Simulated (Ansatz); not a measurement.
# Y3Al2N5: the cost of one run

Computed with Ansatz 0.2.0 (DFT PBE, scalar-relativistic, plane waves, PAW, unless a step's input says otherwise).

1 further run of the same task is left out (it didn't finish).

## (1) Starting point

Symmetry: I4/mmm, No. 139, tetragonal system. Conventional cell: a = 3.518 Å, b = 3.518 Å, c = 24.875 Å, α = 90.00°, β = 90.00°, γ = 90.00°. Y (site symmetry 4mm) has 6 N at 2.49 Å as nearest neighbours. Y (site symmetry 4/mmm) has 6 N at 2.49 Å as nearest neighbours. Al (site symmetry 4mm) is surrounded by 6 N at 2.49 Å. N (site symmetry 4mm) is surrounded by 5 Y at 2.49 Å and 1 Al at 2.49 Å. N (site symmetry 4mm) has 4 Al at 2.49 Å and 2 Y at 2.49 Å as nearest neighbours. Around N (site symmetry 4/mmm) lie 4 Y at 2.49 Å and 2 Al at 2.49 Å.

Coordinates:

```xyz
10
Lattice="-1.7589 1.7589 12.4374 1.7589 -1.7589 12.4374 1.7589 1.7589 -12.4374" Properties=species:S:1:pos:R:3 pbc="T T T"
Y     0.0000    0.0000   17.4124
Y     0.0000    0.0000    7.4624
Y     0.0000    0.0000   12.4374
Al    0.0000    0.0000   22.3873
Al    0.0000    0.0000    2.4875
N     0.0000    0.0000   19.8999
N     0.0000    0.0000    9.9499
N     0.0000    0.0000    0.0000
N     0.0000    0.0000   14.9249
N     0.0000    0.0000    4.9750
```

The start is an ordering of an alloy on its end members' structure types: elements ordered on the sites of the YN type, Al/Y on Y (I4/mmm, No. 139).

## (2) Probe: one point on a coarse mesh

The input, input.yaml:

```yaml
crystal:
  lattice:
    - [-1.75891598, 1.75891598, 12.43741417]
    - [1.75891598, -1.75891598, 12.43741417]
    - [1.75891598, 1.75891598, -12.43741417]
  atoms:
    - { symbol: "Y", position: [0.7, 0.7, 0.0] }
    - { symbol: "Y", position: [0.3, 0.3, 0.0] }
    - { symbol: "Y", position: [0.5, 0.5, 0.0] }
    - { symbol: Al, position: [0.9, 0.9, 0.0] }
    - { symbol: Al, position: [0.1, 0.1, 0.0] }
    - { symbol: "N", position: [0.8, 0.8, 0.0] }
    - { symbol: "N", position: [0.4, 0.4, 0.0] }
    - { symbol: "N", position: [0.0, 0.0, 0.0] }
    - { symbol: "N", position: [0.6, 0.6, 0.0] }
    - { symbol: "N", position: [0.2, 0.2, 0.0] }
basis:
  ecutwfc: 420
kpoints:
  mp_grid: { grid: [8, 8, 8] }
hamiltonian:
  xc: pbe
scf:
  occupations: { method: gaussian, width: 0.1 }
  lower_state_search: "off"
output:
  forces: true
  stress: true
  eigenvalues: true
```

Launch:

```bash
$ ansatz run input.yaml --threads 4 --pin off --max-ram 8192MiB --backend cpu --events-out ev --progress --plain --runs-dir out
```

Q: Estimate wall time and peak memory on 4 threads of Intel Xeon Platinum 8259CL at 2.50GHz (Skylake/Cascade Lake), shared host.

About 4.4 s, with a peak of 0.71 GiB.
